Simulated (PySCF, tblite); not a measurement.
# C5H15NSSi2: geometry, infrared bands and NMR shifts

Aim: predict the infrared bands and NMR shifts of C5H15NSSi2 (`N[SiH2][SiH2]SC1CCCC1`).

Programs: tblite 0.8.0 and PySCF 2.14.0, with density-fitted response routines of our own. Each step states its level of theory. These are calculated values for one molecule in the gas phase, unless marked as measured. Atoms count from 0, in the outputs and in this text.

## (1) Starting geometry

24 atoms, charge 0, multiplicity 1; geometry from: force field or distance geometry start.

Bonds of the start (Å): N0–Si1 1.79, Si1–Si2 2.23, Si2–S3 2.11, S3–C4 1.76, C4–C5 1.51, C5–C6 1.52, C6–C7 1.50, C7–C8 1.52, C8–C4 1.49, N0–H9 1.04, N0–H10 1.04, Si1–H11 1.49, Si1–H12 1.44, Si2–H13 1.47, Si2–H14 1.48, C4–H15 1.12, C5–H16 1.10, C5–H17 1.12, C6–H18 1.12, C6–H19 1.10, C7–H20 1.11, C7–H21 1.10, C8–H22 1.10, C8–H23 1.09.

## (2) Relaxing the molecule with GFN2-xTB

What the job is given:

```
{"job": {"kind": "relax", "xc": "GFN2-xTB", "basis": "xTB"}, "charge": 0, "multiplicity": 1}
N      5.183400     0.511000     0.068300
Si     3.842700    -0.453400    -0.616500
Si     1.838000     0.338100    -0.025500
S      0.436300    -1.199700    -0.397500
C     -1.266700    -0.748600    -0.471800
C     -1.985800    -0.625100     0.847700
C     -3.369300    -0.259700     0.329600
C     -3.019100     0.809800    -0.668400
C     -1.579400     0.568100    -1.103200
H      6.044400    -0.072200     0.121600
H      5.002700     0.848500     1.030900
H      3.961200    -1.816500    -0.024900
H      3.947700    -0.622300    -2.042400
H      1.611000     1.565200    -0.794700
H      1.945100     0.704600     1.404700
H     -1.820100    -1.538500    -1.033400
H     -1.986900    -1.556600     1.432200
H     -1.626900     0.248800     1.444500
H     -3.743100    -1.192900    -0.155800
H     -4.042000     0.070500     1.136000
H     -3.736500     0.773600    -1.508800
H     -3.094400     1.781200    -0.151800
H     -1.607500     0.487500    -2.199700
H     -0.946500     1.398400    -0.780100
```

Command:

```sh
OMP_NUM_THREADS=1 python probes_run.py task.json out
```

One launch serves the whole session: the jobs run in the order shown.

**Question.** This job is followed by: GFN2-xTB harmonic vibrations, gas phase; GIAO PBE0/pcSseg-1 NMR shielding, non-relativistic, gas phase. Predict these results of the whole session: strongest single infrared mode (GFN2-xTB); zero-point energy (GFN2-xTB); ¹³C shifts against TMS (PBE0/pcSseg-1, means over atoms taken as alike); ¹H shifts against TMS (PBE0/pcSseg-1, means over atoms taken as alike); ¹⁵N shifts against NH3 (PBE0/pcSseg-1); ²⁹Si shifts against TMS (PBE0/pcSseg-1); ³³S shifts against CS2 (PBE0/pcSseg-1).

As calculated:

```
                                                               quantity                                                value
                              strongest single infrared mode (GFN2-xTB)                                 665 cm⁻¹, 759 km/mol
                                           zero-point energy (GFN2-xTB)                                       119.1 kcal/mol
¹³C shifts against TMS (PBE0/pcSseg-1, means over atoms taken as alike)                                 45.6, 38.9, 31.9 ppm
 ¹H shifts against TMS (PBE0/pcSseg-1, means over atoms taken as alike)  5.08, 4.65, 3.14, 2.18, 1.72, 1.68, 1.57, -0.22 ppm
                                 ¹⁵N shifts against NH3 (PBE0/pcSseg-1)                                             -0.7 ppm
                                ²⁹Si shifts against TMS (PBE0/pcSseg-1)                                     -50.6, -74.0 ppm
                                 ³³S shifts against CS2 (PBE0/pcSseg-1)                                             -143 ppm
```

The optimisation took 240 steps and gained 0.884 eV; among the close pairs (by a distance rule), S3–C4 changed most, from 1.763 to 1.829 Å. No mode is imaginary among the 66: a minimum at this level. The strongest single mode, at 665 cm⁻¹, has its largest shares on H11, H14, H13 and H12 (the list is cut at 4 atoms). Unscaled tight-binding wavenumbers are off by several per cent, some by more. Its intensities can rank the bands wrongly. At PBE0/pcSseg-1: The widest tensor belongs to S3: span 443 ppm, with a paramagnetic part of -412 ppm.
